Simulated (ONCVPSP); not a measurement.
# An ONCV potential for potassium, from input to tests

Do these settings give a usable potential? It is generated, then checked for transferability, scattering, ghosts and hardness.

Program: ONCVPSP 4.0.1. Reference atom: BLYP, scalar-relativistic, spherical and spin-unpolarised. All values are calculated.

1 further run of the same task is left out (it didn't finish).

**1. The design**

Typed settings, in words:

| Property | Result |
| --- | --- |
| element | potassium (K, Z = 19) |
| type | optimised norm-conserving Vanderbilt (ONCV) |
| frozen core | [Ne] |
| valence charge | 9 |
| reference configuration | 3s2 3p6 4s1 |
| partial waves | 3s+4s: rc 1.90 bohr, ncon 5, nbas 9, qcut 7.2 1/bohr, 2 projectors; 3p: rc 1.45 bohr, ncon 4, nbas 9, qcut 6.6 1/bohr, 3 projectors, debl 3.9 Ha; d scattering state at 0.17 Ha: rc 1.55 bohr, ncon 4, nbas 7, qcut 5.2 1/bohr, 3 projectors, debl 0.7 Ha |
| local potential | polynomial inside 1.45 bohr (lpopt 5, dvloc0 0 Ha) |
| core correction | polynomial model core, fcfact 0.55 |

The nodes and maxima of the atom's own shells, from an earlier all-electron run, set the scale for the radii.

All-electron outer shells of the reference configuration (BLYP, scalar-relativistic, ld1.x):

```
shell  level (eV)  outermost node (bohr)  outermost maximum (bohr)
   2p     -280.17                      –                      0.26
   3s      -35.06                   0.48                      1.07
   3p      -18.57                   0.45                      1.15
   4s       -2.24                   1.59                      3.98
   4p       -0.69                   1.88                      5.86
```

**2. Generating the potential**

K.dat reads:

```
# ATOM AND REFERENCE CONFIGURATION
# atsym  z   nc   nv     iexc    psfile
  K 19.00    3    3  -106131      upf
#
#   n    l    f
    1    0    2.00
    2    0    2.00
    2    1    6.00
    3    0    2.00
    3    1    6.00
    4    0    1.00
#
# PSEUDOPOTENTIAL AND OPTIMIZATION
# lmax
    2
#
#   l,   rc,      ep,       ncon, nbas, qcut
    0    1.90    0.00    5    9    7.20
    1    1.45    0.00    4    9    6.60
    2    1.55    0.17    4    7    5.20
#
# LOCAL POTENTIAL
# lloc, lpopt,  rc(5),   dvloc0
    4    5    1.45    0.00
#
# VANDERBILT-KLEINMAN-BYLANDER PROJECTORs
# l, nproj, debl
    0    2    1.90
    1    3    3.90
    2    3    0.70
#
# MODEL CORE CHARGE
# icmod, fcfact, rcfact
    1    0.55    0.00
#
# LOG DERIVATIVE ANALYSIS
# epsh1, epsh2, depsh
   -3.00    5.00    0.02
#
# OUTPUT GRID
# rlmax, drl
    6.00    0.01
#
# TEST CONFIGURATIONS
# ncnf
    4
# nvcnf
#   n    l    f
    3
    3    0    2.00
    3    1    6.00
    4    0    0.00
#
    3
    3    0    2.00
    3    1    6.00
    4    0    0.50
#
    4
    3    0    2.00
    3    1    6.00
    4    0    0.00
    4    1    1.00
#
    3
    3    0    2.00
    3    1    5.00
    4    0    1.00
#
```

The run is started by

```bash
$ oncvpsp.x < K.dat > K.out
```

Q: Predict the outcome of this session. Wanted: cutoffs for 1 and 0.1 mHa per electron, occupied waves; bound ghosts; GHOST(+) flags; largest test error; largest phase difference near zero energy, channels read; rms error of d²Exc/dn², without and with the model core.

As calculated:

```
                                                quantity                      value
  cutoffs for 1 and 0.1 mHa per electron, occupied waves            17 Ha and 21 Ha
                                            bound ghosts             d at -38.81 eV
                                          GHOST(+) flags                d at 998 eV
                            largest test error (AE − PS)  +2.9 meV, for 3s2 3p5 4s1
largest phase difference near zero energy, channels read                  0.000 rad
 rms error of d²Exc/dn², without and with the model core          1.39 and 0.54 mHa
```

**Reading.** A bound ghost (d) makes it unfit for use: electrons can fall into a state that the atom doesn't have. By total energies transferability is very good: the largest error is 2.9 meV on 24.7 eV, for 3s2 3p5 4s1. Atomic tests can pass in spite of a ghost, since they solve only for the levels asked. It counts as soft on the atom at that tolerance, with 17 Ha needed at the looser tolerance. At the looser tolerance the 3s wave is the slowest; 4s needs 13 Ha. That counts occupied waves only; other projectors can need more. Near zero energy the phases of the channels with partial waves agree within 0.001 rad. The pseudo curves have a pole with no partner nearby in the atom's: d at -1.43 Ha. The program also flags highly localised states, GHOST(+) (d).
